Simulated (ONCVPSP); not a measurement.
# Pseudopotential generation for Sn: ONCV, PBEsol

Aim: build the potential from the settings below, then test how well it stands in for the atom: other configurations, scattering, ghost states and the plane-wave cutoff that it needs.

Program: ONCVPSP 4.0.1.1 (patched build). Reference atom: PBEsol, scalar-relativistic, spherical and spin-unpolarised. All values are calculated.

**1. Settings**

The settings as typed:

```
element                 : tin (Sn, Z = 50)
type                    : optimised norm-conserving Vanderbilt (ONCV)
frozen core             : [Ar] 3d10
valence charge          : 22
reference configuration : 4s2 4p6 4d10 5s2 5p0.5 (charge +1.5)
partial waves           : 4s+5s: rc 1.25 bohr, ncon 4, nbas 8, qcut 9.5 1/bohr, 2 projectors; 4p+5p: rc 1.75 bohr, ncon 4, nbas 8, qcut 8.9 1/bohr, 2 projectors; 4d: rc 1.28 bohr, ncon 4, nbas 9, qcut 9.1 1/bohr, 2 projectors, debl 2 Ha
local potential         : polynomial inside 0.95 bohr (lpopt 4, dvloc0 0 Ha)
core correction         : Teter function, fcfact 5, rcfact 1.75
```

**2. Generating the potential**

Sn.dat

```
# ATOM AND REFERENCE CONFIGURATION
# atsym  z   nc   nv     iexc    psfile
  Sn 50.00    6    5  -116133      upf
#
#   n    l    f
    1    0    2.00
    2    0    2.00
    2    1    6.00
    3    0    2.00
    3    1    6.00
    3    2   10.00
    4    0    2.00
    4    1    6.00
    4    2   10.00
    5    0    2.00
    5    1    0.50
#
# PSEUDOPOTENTIAL AND OPTIMIZATION
# lmax
    2
#
#   l,   rc,      ep,       ncon, nbas, qcut
    0    1.25    0.00    4    8    9.50
    1    1.75    0.00    4    8    8.90
    2    1.28    0.00    4    9    9.10
#
# LOCAL POTENTIAL
# lloc, lpopt,  rc(5),   dvloc0
    4    4    0.95    0.00
#
# VANDERBILT-KLEINMAN-BYLANDER PROJECTORs
# l, nproj, debl
    0    2    1.80
    1    2    0.30
    2    2    2.00
#
# MODEL CORE CHARGE
# icmod, fcfact, rcfact
    3    5.00    1.75
#
# LOG DERIVATIVE ANALYSIS
# epsh1, epsh2, depsh
   -7.00    5.00    0.04
#
# OUTPUT GRID
# rlmax, drl
    6.00    0.01
#
# TEST CONFIGURATIONS
# ncnf
    4
# nvcnf
#   n    l    f
    5
    4    0    2.00
    4    1    6.00
    4    2   10.00
    5    0    2.00
    5    1    2.00
#
    5
    4    0    2.00
    4    1    6.00
    4    2   10.00
    5    0    2.00
    5    1    1.00
#
    5
    4    0    2.00
    4    1    6.00
    4    2   10.00
    5    0    2.00
    5    1    0.00
#
    5
    4    0    2.00
    4    1    6.00
    4    2   10.00
    5    0    1.00
    5    1    3.00
#
```

On the command line:

```bash
$ oncvpsp.x < Sn.dat > Sn.out
```

**Question.** What will these runs give? Wanted: cutoffs for 1 and 0.1 mHa per electron, occupied waves; bound ghosts; GHOST(+) flags; largest test error; largest phase difference near zero energy, channels read; rms error of d²Exc/dn², without and with the model core.

As calculated:

| quantity | value |
| --- | --- |
| cutoffs for 1 and 0.1 mHa per electron, occupied waves | 38 Ha and 66 Ha |
| bound ghosts | none found |
| GHOST(+) flags | s at 404 eV |
| largest test error (AE − PS) | +2.8 meV, for 4s2 4p6 4d10 5s2 5p2 |
| largest phase difference near zero energy, channels read | 0.000 rad |
| rms error of d²Exc/dn², without and with the model core | 2.28 and 3.43 mHa |

In words: The worst unpolarised test, 4s2 4p6 4d10 5s2 5p2, is off by 2.8 meV on 12.9 eV; by total energies transferability rates as very good. It counts as hard, with 38 Ha needed at the looser tolerance. The program's ghost test flags no bound state. Near zero energy the phases of the channels with partial waves agree within 0.001 rad. The program also flags highly localised states, GHOST(+) (s).
